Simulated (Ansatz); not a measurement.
Write a Python script for Ansatz's Python interface that makes a convergence test of the k-point mesh of Ir, space group Pmma. Level of theory (first run): PBEsol, PAW, the default cutoff (420 eV here), 1×3×1 k-points, Fermi-Dirac smearing of 0.1 eV. The script varies mesh: (1, 3, 1), (1, 5, 2), (2, 6, 2), (2, 8, 3), (2, 10, 3), (3, 12, 4).

Contents of `ir.xyz`:
```text
2
Lattice="12.23845525 0.0 0.0 0.0 2.23343126 0.0 0.0 0.0 7.1930008" Properties=species:S:1:pos:R:3 pbc="T T T"
Ir    3.05961381    0.00000000    1.17956869
Ir    9.17884144    0.00000000    6.01343211
```

`ir_kconv.py`:
```python
import ansatz as az
import pandas as pd

cell = az.Crystal.from_extxyz("ir.xyz")

calc = (
    cell.calculation()
    .occupations("fermi_dirac", width=0.1)
    .functional(az.Functional.PBESOL)
    .forces()
    .stress()
)

rows = []
for value in [(1, 3, 1), (1, 5, 2), (2, 6, 2), (2, 8, 3), (2, 10, 3), (3, 12, 4)]:
    report = calc.kpoints(mesh=value).run().report
    rows.append((value, report["free_energy_ev"] / len(report["lattice"]["sites"]), report["n_iterations"], sum(report["stress_gpa"][i][i] for i in range(3)) / 3, max(abs(f) for row in report["forces_ev_ang"] for f in row), report["n_kpoints"]))

table = pd.DataFrame(rows, columns=["mesh", "F/atom (eV)", "iterations", "P (GPa)", "max component (eV/A)", "k-points"])
print(table.round(5).to_string(index=False))

for row in rows[:-1]:
    shift = 1000 * (row[1] - rows[-1][1])
    print(f"{row[0]}: {shift:+.2f} meV/atom" + ("  (within 2 meV)" if abs(shift) < 2 else ""))
```

```console
$ python ir_kconv.py
DeckWarning: basis.ecutwfc = 420 eV, auto-derived from the records' recommended cutoffs: set by Ir (normal level)
      mesh  F/atom (eV)  iterations  P (GPa)  max component (eV/A)  k-points
 (1, 3, 1) -11794.09035          10 -0.62954               0.00069         2
 (1, 5, 2) -11795.07150           7 -0.05335               0.00034         6
 (2, 6, 2) -11794.49503           8  0.03969               0.00078        16
 (2, 8, 3) -11794.62072           8  1.05174               0.00088        20
(2, 10, 3) -11794.66577           8  0.78945               0.00089        24
(3, 12, 4) -11794.72734           7  0.44080               0.00072        42
(1, 3, 1): +636.99 meV/atom
(1, 5, 2): -344.16 meV/atom
(2, 6, 2): +232.32 meV/atom
(2, 8, 3): +106.63 meV/atom
(2, 10, 3): +61.57 meV/atom
```
(Warnings from the package without file and line.)

The cell holds layers, chains or clusters in vacuum, no bulk phase; its stress is averaged over the vacuum too and scales with the cell's height. Pressure is positive in compression. Points of the mesh across the vacuum add cost only. Spin-orbit coupling, which matters for elements this heavy, is left out. This isn't the structure that Ir takes at ambient conditions. Shifts are counted from the finest mesh, which is itself no proven limit. It ran for 32 s on 1 thread of Arm Neoverse V1, on a shared host, peak memory 0.56 GiB.
